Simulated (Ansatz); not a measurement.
Cd₃Pd, space group Pm-3m, Fermi-surface readings

With Ansatz 0.2.0 through its Python package.

Run as a notebook:

**Cell 1**
```python
import ansatz as az
```

**Cell 2**
```python
XC = "r2scan"
KMESH = (7, 7, 7)
FILLING = "fermi_dirac"
WIDTH_EV = 0.01
SCF_TOL = 1e-08
```

**Cell 3**
```python
xtal = (
    az.Lattice.cubic(4.20848)
    .space_group(221)
    .atom("Cd", (0.0, 0.5, 0.5))
    .atom("Pd", (0.0, 0.0, 0.0))
)
```

**Cell 4**
```python
model = (
    xtal.calculation()
    .functional(XC)
    .kpoints(mesh=KMESH)
    .occupations(FILLING, width=WIDTH_EV)
    .scf(tolerance=SCF_TOL, self_checks="low")
    .eigenstates(nscf_kmesh=(8, 8, 8), level_slopes=True)
)
surface = model.run(threads=1, pin="off").fermi_surface().to_plain()
for way, reading in surface.items():
    if reading:
        rho_lambda = [f"{v:.3e}" for v in reading["resistivity_times_mean_free_path_ohm_m2"]]
        print(f"{way:24s} area {reading['spin_summed_area_per_ang2']:8.3f} 1/A^2  rho*lambda (ohm m^2) {rho_lambda}")
```
Output:
```text
DeckWarning: basis.ecutwfc = 500 eV, auto-derived from the records' recommended cutoffs: set by Cd (their level for a meta-GGA)
DeckWarning: scf.convergence.dr2_threshold = 1e-8 eV is looser than 1e-11 eV, the default for `output.eigenstates.de_dk` on PAW and all-electron files: empty levels that such a close leaves unsettled [...]
by_tetrahedra            area   34.118 1/A^2  rho*lambda (ohm m^2) ['8.961e-16', '8.961e-16', '8.961e-16']
by_slopes                area   29.966 1/A^2  rho*lambda (ohm m^2) ['1.020e-15', '1.020e-15', '1.020e-15']
on_every_second_point    area   30.487 1/A^2  rho*lambda (ohm m^2) ['1.003e-15', '1.003e-15', '1.003e-15']
```

Notes:
- The settings weren't tested for convergence.
- For a metal this k-point mesh is coarse: on a finer one energies can move by several to tens of meV an atom and pressures by half a GPa or more, differences at one mesh by less.
- The structure comes from a database of computed cells and needn't be a stable or known phase.
- Warnings are shown shortened and without file and line.
- The three readings differ by the mesh error.
- Hardware and time: 14 s on 1 thread of Intel(R) Xeon(R) 6975P-C (Granite Rapids) (shared host), peak memory 0.54 GiB.

(Lines on the test bed's own set-up are left out of the output.)
